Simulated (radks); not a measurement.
**Ionising erbium step by step, Er²³⁺ to Er⁴⁵⁺**

Wanted: the ionisation ladder of erbium and its errors against NIST. Each value is a difference of total energies (Δ-SCF).

Method: scalar-relativistic Kohn-Sham, PBE, spin-polarised, spherical densities, finite nucleus; open shells are filled with parallel spins first. Code: radks (a radial shooting solver on a logarithmic mesh, Libxc functionals) version 1.

**1. What is computed**

| Quantity | Value |
| --- | --- |
| element | erbium (Z = 68) |
| charges | 23 to 45 |
| first configuration | [Kr] 4d9 |
| last configuration | [Ar] 3d5 |

The outer shells:

Er²³⁺
```
[Kr] core
4d [↑↓][↑↓][↑↓][↑↓][↑ ]
```

Er⁴⁵⁺
```
[Ar] core
3d [↑ ][↑ ][↑ ][↑ ][↑ ]
```

**2. Er²³⁺, [Kr] 4d9**

Settings of this run:

```text
Z 68
configuration [Kr] 4d9
relativity scalar-relativistic
functional pbe,pbe
spin polarised
nucleus finite rms 5.2516 fm
c 137.035999084
```

**3. Er²⁴⁺, [Kr] 4d8**

Settings, as their differences from step 2:

```diff
@@ -1,3 +1,3 @@
 Z 68
-configuration [Kr] 4d9
+configuration [Kr] 4d8
 relativity scalar-relativistic
```

**4. Er²⁵⁺, [Kr] 4d7**

Settings, as their differences from step 3:

```diff
@@ -1,3 +1,3 @@
 Z 68
-configuration [Kr] 4d8
+configuration [Kr] 4d7
 relativity scalar-relativistic
```

**5. Er²⁶⁺, [Kr] 4d6**

Settings, as their differences from step 4:

```diff
@@ -1,3 +1,3 @@
 Z 68
-configuration [Kr] 4d7
+configuration [Kr] 4d6
 relativity scalar-relativistic
```

**6. Er²⁷⁺, [Kr] 4d5**

Settings, as their differences from step 5:

```diff
@@ -1,3 +1,3 @@
 Z 68
-configuration [Kr] 4d6
+configuration [Kr] 4d5 5s0 5p0
 relativity scalar-relativistic
```

**7. Er²⁸⁺, [Kr] 4d4**

Settings, as their differences from step 6:

```diff
@@ -1,3 +1,3 @@
 Z 68
-configuration [Kr] 4d5 5s0 5p0
+configuration [Kr] 4d4
 relativity scalar-relativistic
```

**8. Er²⁹⁺, [Kr] 4d3**

Settings, as their differences from step 7:

```diff
@@ -1,3 +1,3 @@
 Z 68
-configuration [Kr] 4d4
+configuration [Kr] 4d3 5s0 5p0
 relativity scalar-relativistic
```

**9. Er³⁰⁺, [Kr] 4d2**

Settings, as their differences from step 8:

```diff
@@ -1,3 +1,3 @@
 Z 68
-configuration [Kr] 4d3 5s0 5p0
+configuration [Kr] 4d2
 relativity scalar-relativistic
```

**10. Er³¹⁺, [Kr] 4d1**

Settings, as their differences from step 9:

```diff
@@ -1,3 +1,3 @@
 Z 68
-configuration [Kr] 4d2
+configuration [Kr] 4d1
 relativity scalar-relativistic
```

**11. Er³²⁺, [Kr]**

Settings, as their differences from step 10:

```diff
@@ -1,3 +1,3 @@
 Z 68
-configuration [Kr] 4d1
+configuration [Kr]
 relativity scalar-relativistic
```

**12. Er³³⁺, [Ar] 3d10 4s2 4p5**

Settings, as their differences from step 11:

```diff
@@ -1,3 +1,3 @@
 Z 68
-configuration [Kr]
+configuration [Ar] 3d10 4s2 4p5
 relativity scalar-relativistic
```

**13. Er³⁴⁺, [Ar] 3d10 4s2 4p4**

Settings of this run:

```text
Z 68
configuration [Ar] 3d10 4s2 4p4 5s0 4d0
relativity scalar-relativistic
functional pbe,pbe
spin polarised
nucleus finite rms 5.2516 fm
c 137.035999084
```

**14. Er³⁵⁺, [Ar] 3d10 4s2 4p3**

Settings of this run:

```text
Z 68
configuration [Ar] 3d10 4s2 4p3 5s0 4d0
relativity scalar-relativistic
functional pbe,pbe
spin polarised
nucleus finite rms 5.2516 fm
c 137.035999084
```

**15. Er³⁶⁺, [Ar] 3d10 4s2 4p2**

Settings of this run:

```text
Z 68
configuration [Ar] 3d10 4s2 4p2
relativity scalar-relativistic
functional pbe,pbe
spin polarised
nucleus finite rms 5.2516 fm
c 137.035999084
```

**16. Er³⁷⁺, [Ar] 3d10 4s2 4p1**

Settings of this run:

```text
Z 68
configuration [Ar] 3d10 4s2 4p1
relativity scalar-relativistic
functional pbe,pbe
spin polarised
nucleus finite rms 5.2516 fm
c 137.035999084
```

**17. Er³⁸⁺, [Ar] 3d10 4s2**

Settings of this run:

```text
Z 68
configuration [Ar] 3d10 4s2
relativity scalar-relativistic
functional pbe,pbe
spin polarised
nucleus finite rms 5.2516 fm
c 137.035999084
```

**18. Er³⁹⁺, [Ar] 3d10 4s1**

Settings, as their differences from step 17:

```diff
@@ -1,3 +1,3 @@
 Z 68
-configuration [Ar] 3d10 4s2
+configuration [Ar] 3d10 4s1
 relativity scalar-relativistic
```

**19. Er⁴⁰⁺, [Ar] 3d10**

Settings, as their differences from step 18:

```diff
@@ -1,3 +1,3 @@
 Z 68
-configuration [Ar] 3d10 4s1
+configuration [Ar] 3d10
 relativity scalar-relativistic
```

**20. Er⁴¹⁺, [Ar] 3d9**

Settings, as their differences from step 19:

```diff
@@ -1,3 +1,3 @@
 Z 68
-configuration [Ar] 3d10
+configuration [Ar] 3d9
 relativity scalar-relativistic
```

**21. Er⁴²⁺, [Ar] 3d8**

Settings, as their differences from step 20:

```diff
@@ -1,3 +1,3 @@
 Z 68
-configuration [Ar] 3d9
+configuration [Ar] 3d8 4s0 4p0
 relativity scalar-relativistic
```

**22. Er⁴³⁺, [Ar] 3d7**

Settings, as their differences from step 21:

```diff
@@ -1,3 +1,3 @@
 Z 68
-configuration [Ar] 3d8 4s0 4p0
+configuration [Ar] 3d7
 relativity scalar-relativistic
```

**23. Er⁴⁴⁺, [Ar] 3d6**

Settings, as their differences from step 22:

```diff
@@ -1,3 +1,3 @@
 Z 68
-configuration [Ar] 3d7
+configuration [Ar] 3d6
 relativity scalar-relativistic
```

**24. Er⁴⁵⁺, [Ar] 3d5**

Settings, as their differences from step 23:

```diff
@@ -1,3 +1,3 @@
 Z 68
-configuration [Ar] 3d6
+configuration [Ar] 3d5
 relativity scalar-relativistic
```

Q: Predict the outcome of this session. Wanted: for each run, species; configuration; Δ-SCF; −ε(HOMO); NIST; error.

**Answer**, as computed:

```csv
species,configuration,Δ-SCF (eV),−ε(HOMO) (eV),NIST (eV),error (%)
Er²³⁺,[Kr] 4d9,816.01,795.33,810 (theory),+0.7
Er²⁴⁺,[Kr] 4d8,858.45,837.55,853 (theory),+0.6
Er²⁵⁺,[Kr] 4d7,901.32,880.22,899 (theory),+0.3
Er²⁶⁺,[Kr] 4d6,944.56,923.30,943 (theory),+0.2
Er²⁷⁺,[Kr] 4d5,1000.1,978.05,989 (theory),+1.1
Er²⁸⁺,[Kr] 4d4,1045.4,1023.1,1046 (theory),-0.1
Er²⁹⁺,[Kr] 4d3,1091.1,1068.6,1092 (theory),-0.1
Er³⁰⁺,[Kr] 4d2,1137.3,1114.6,1142 (theory),-0.4
Er³¹⁺,[Kr] 4d1,1183.8,1161.0,1188 (theory),-0.4
Er³²⁺,[Kr],1389.8,1367.2,1370 (theory),+1.4
Er³³⁺,[Ar] 3d10 4s2 4p5,1436.3,1413.8,1416 (theory),+1.4
Er³⁴⁺,[Ar] 3d10 4s2 4p4,1482.4,1460.1,1468 (theory),+1.0
Er³⁵⁺,[Ar] 3d10 4s2 4p3,1542.4,1519.1,1516 (theory),+1.7
Er³⁶⁺,[Ar] 3d10 4s2 4p2,1590.3,1567.1,1625 (theory),-2.1
Er³⁷⁺,[Ar] 3d10 4s2 4p1,1637.7,1614.8,1678 (theory),-2.4
Er³⁸⁺,[Ar] 3d10 4s2,1813.7,1790.2,1803 (theory),+0.6
Er³⁹⁺,[Ar] 3d10 4s1,1867.9,1844.1,1858.5 (semi-emp.),+0.5
Er⁴⁰⁺,[Ar] 3d10,3174.7,3120.3,3157 (theory),+0.6
Er⁴¹⁺,[Ar] 3d9,3287.1,3232.2,3265 (theory),+0.7
Er⁴²⁺,[Ar] 3d8,3400.5,3345.1,3381 (theory),+0.6
Er⁴³⁺,[Ar] 3d7,3514.9,3459.1,3505 (theory),+0.3
Er⁴⁴⁺,[Ar] 3d6,3630.0,3573.9,3624 (theory),+0.2
```

What this shows: Reference values: NIST Atomic Spectra Database (exp. measured, semi-emp. semi-empirical, theory a theoretical value adopted there). Per unit of the charge left behind, the cost jumps most at Er⁴⁰⁺ ([Ar] 3d10): from 1867.9 to 3174.7 eV. There the highest level belongs to another shell. Minus the highest eigenvalue gives 97 to 99 % of the Δ-SCF value along the ladder. Open shells are spherical and high-spin; term and fine-structure splittings are not resolved. Spin-orbit splitting is averaged out at the scalar-relativistic level.
